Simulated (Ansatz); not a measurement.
**ScB2: a single-point run**

The task is a single-point run on ScB2. The structure is shown as the input types it.

Method: DFT, LDA, PAW with Ansatz's default frozen-core files, scalar-relativistic, in Ansatz 0.2.0.

### Step 1. The system as given

The structure is orthorhombic, space group Cmmm (No. 65). The conventional cell has a = 3.150 Å, b = 5.456 Å, c = 3.520 Å, α = 90.00°, β = 90.00°, γ = 90.00°. Sc (site symmetry mmm) has 12 B at 2.46 to 2.69 Å as nearest neighbours. B (site symmetry m2m) is surrounded by 1 B at 1.38 Å.

Structure file:

```xyz
3
Lattice="3.1500 0.0000 0.0000 -1.5750 2.7280 0.0000 0.0000 0.0000 3.5200" Properties=species:S:1:pos:R:3 pbc="T T T"
Sc    0.0000    0.0000    0.0000
B    -0.1890    1.7095    1.7600
B     1.7640    1.0184    1.7600
```

### Step 2. The run

input.yaml reads:

```yaml
crystal:
  lattice:
    - [3.15, 0.0, 0.0]
    - [-1.575, 2.7279800219, 0.0]
    - [0.0, 0.0, 3.52]
  atoms:
    - { symbol: Sc, position: [0.0, 0.0, 0.0] }
    - { symbol: B, position: [0.2533333333, 0.6266666667, 0.5] }
    - { symbol: B, position: [0.7466666667, 0.3733333333, 0.5] }
kpoints:
  mp_grid: { grid: [11, 11, 9] }
scf:
  occupations: { method: fermi_dirac, width: 0.05 }
  mixing: { algorithm: anderson, beta: 0.001, ndim: 1 }
  max_iter: 75
hamiltonian:
  xc: lda
  pseudopotentials: { kind: paw }
output:
  forces: true
  stress: true
  eigenvalues: true
  efg: { contact_densities: true }
  populations: true
```

Started as:

```bash
ansatz run input.yaml --threads 1 --pin off --max-ram 3072MiB --backend cpu --events-out ev --progress --plain --runs-dir out
```

**Question.** How will this run end, and is anything wrong with its input?

This run ends as converged. It gives a largest force of 10.6 eV/Å, which is large; a structure far from rest gives such values too, whatever the setting.

The suspect setting: scf.mixing.algorithm is anderson; scf.mixing.beta is 0.001; scf.mixing.ndim is 1. The risk: mixing too weak. The residual crept for many cycles and then fell at once, which so weak a step can't do by itself: the program changed its mixing. Several mixing settings were changed at once, so this run can't tell how much each is to blame.

The test: delete scf.mixing.algorithm, scf.mixing.beta and scf.mixing.ndim (the default then holds).
